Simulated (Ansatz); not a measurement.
# ZnPt: the cost of one run

Method: DFT PBEsol, frozen-core PAW and all-electron PAW on datasets made for the crystal («crystal datasets»), scalar-relativistic unless said, in Ansatz 0.2.0.

3 further runs of the same task are left out: 3 that didn't finish.

## (1) Starting point

It takes space group P4/mmm (No. 123, tetragonal). The conventional cell has a = 2.864 Å, b = 2.864 Å, c = 3.510 Å, α = 90.00°, β = 90.00°, γ = 90.00°. Zn (site symmetry 4/mmm) has 8 Pt at 2.68 Å and 4 Zn at 2.86 Å as nearest neighbours. Around Pt (site symmetry 4/mmm) lie 8 Zn at 2.68 Å and 4 Pt at 2.86 Å.

Coordinates:

```
CELL_PARAMETERS angstrom
2.86400 0.00000 0.00000
0.00000 2.86400 0.00000
0.00000 0.00000 3.51000
ATOMIC_POSITIONS crystal
Zn 0.50000 0.50000 0.50000
Pt 0.00000 0.00000 0.00000
```

Cartesian axes are those of the input's lattice vectors. The structure goes back to a database entry.

## (2) Cell and atoms relaxed, PAW

The input, input.yaml:

```yaml
crystal:
  lattice:
    - [2.864, 0.0, 0.0]
    - [0.0, 2.864, 0.0]
    - [0.0, 0.0, 3.51]
  atoms:
    - { symbol: Zn, position: [0.5, 0.5, 0.5] }
    - { symbol: Pt, position: [0.0, 0.0, 0.0] }
kpoints:
  mp_grid: { grid: [16, 16, 12] }
scf:
  occupations: { method: fermi_dirac, width: 0.1 }
hamiltonian:
  xc: pbesol
  pseudopotentials: { kind: paw }
relax:
  f_tol: 0.002
  max_steps: 80
  cell: {}
output:
  forces: true
  stress: true
```

The run is started by

```bash
$ ansatz run input.yaml --threads 1 --pin off --max-ram 2560MiB --backend cpu --events-out ev --progress --plain --runs-dir out
```

Q: Estimate wall time and peak memory on 1 thread of Arm Neoverse V1, shared host.

About 39 s, with a peak of 0.44 GiB.
